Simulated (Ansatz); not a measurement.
**SnCl4 + HF: a complex and its separated parts**

Aim: how far the complex at one end of a reaction step lies below its separated, relaxed parts, level by level.

Program: Ansatz 0.2.0, Gaussian basis. Level of theory: PBE0-D4/def2-TZVP structures, single points in def2-TZVPP, no counterpoise correction. These are calculated values, not measurements.

Levels: SPW92, PBE-D4, BLYP-D4, r2SCAN-D4, B97M-V, PBE0-D4, B3LYP-D4, r2SCAN0-D4, BHLYP-D4, CAM-B3LYP-D4, wB97X-V, wB97M-V, B2PLYP, PBE-QIDH, RPA on PBE, Hartree-Fock, MP2, CCSD, CCSD(T).

Correlated methods freeze the cores. Filled d shells of the heavier atoms are correlated. Core potentials replace the inner electrons past krypton, and spin-orbit coupling is left out. B3LYP uses VWN-RPA correlation. B2PLYP carries no dispersion term here.

88 further runs of the same task are left out: 88 set aside as unsound or not needed.

## (1) Where the work starts

The complex: 7 atoms, charge 0, spin multiplicity 1.

Atoms are counted from 1 here; the program's logs count them from 0.

Bond lengths: Sn1–Cl2 2.313 Å, Sn1–Cl3 2.281 Å, Sn1–Cl4 2.292 Å, Sn1–Cl5 2.281 Å, H6–F7 0.926 Å. Angles: Cl2–Sn1–Cl3 110.7°, Cl2–Sn1–Cl4 105.8°, Cl2–Sn1–Cl5 110.7°, Cl3–Sn1–Cl4 108.1°, Cl3–Sn1–Cl5 113.1°, Cl4–Sn1–Cl5 108.1°.

Geometry (Å):

```tsv
atom	x (Å)	y (Å)	z (Å)
Sn1	-0.7714	-0.3405	0.2049
Cl2	1.0605	-0.3990	1.6150
Cl3	-0.3567	-1.5131	-1.7070
Cl4	-2.4616	-1.3979	1.3355
Cl5	-1.4196	1.8106	-0.1886
H6	2.1824	0.8052	-0.2327
F7	1.7663	1.0346	-1.0272
```

Its parts: SnCl4 holds atoms 1, 2, 3, 4, 5; HF holds atoms 6, 7. Each part counts its atoms afresh in its own runs.

## (2) Relaxing SnCl4 alone

Input file relax-a/in.yaml:

```yaml
crystal:
  periodic: [false, false, false]
  atoms:
    - {symbol: Sn, position_ang: [-0.771434, -0.340498, 0.204931]}
    - {symbol: Cl, position_ang: [1.060529, -0.399038, 1.615048]}
    - {symbol: Cl, position_ang: [-0.356724, -1.513093, -1.707008]}
    - {symbol: Cl, position_ang: [-2.461585, -1.397922, 1.335459]}
    - {symbol: Cl, position_ang: [-1.419620, 1.810611, -0.188561]}
basis:
  gaussian: {orbitals: def2-TZVP}
hamiltonian: {xc: pbe0, dispersion: d4}
relax: {f_tol: 0.005, max_steps: 200}
```

On the command line:

```sh
$ ansatz run in.yaml --threads 8 --pin off --events-out ev --progress --plain --max-ram 19148MiB
```

After this run come: Relaxing HF alone; SPW92/def2-TZVPP; PBE-D4/def2-TZVPP; BLYP-D4/def2-TZVPP; r2SCAN-D4/def2-TZVPP; B97M-V/def2-TZVPP; PBE0-D4/def2-TZVPP; B3LYP-D4/def2-TZVPP; r2SCAN0-D4/def2-TZVPP; BHLYP-D4/def2-TZVPP; CAM-B3LYP-D4/def2-TZVPP; wB97X-V/def2-TZVPP; wB97M-V/def2-TZVPP; B2PLYP/def2-TZVPP; PBE-QIDH/def2-TZVPP; RPA on PBE/def2-TZVPP; CCSD(T)/def2-TZVPP; Vibrations of SnCl4; Vibrations of HF.

What does the calculation give? Wanted: complex less parts, CCSD(T)/def2-TZVPP; with zero-point energy; largest T1 diagnostic.

The runs gave:

```
                              quantity         value
complex less parts, CCSD(T)/def2-TZVPP  -11.8 kJ/mol
                with zero-point energy   -7.8 kJ/mol
                 largest T1 diagnostic         0.011
```

At CCSD(T) the complex lies 11.8 kJ/mol below its parts. PBE-QIDH is the best functional here (+0.7 kJ/mol from CCSD(T)); SPW92 is the worst (-16.4 kJ/mol). Mean unsigned error by rung: LDA 16.4, GGA 5.5, meta-GGA 6.2, hybrid 3.7, range-separated hybrid 5.3, double hybrid 1.3 kJ/mol. PBE-D4 gives a relative energy 6.0 kJ/mol too low, an error of 51 % of the reference. No counterpoise was applied, and triple zeta lacks some correlation, so the CCSD(T) reference has a basis error of its own, and close matches with it are partly luck.
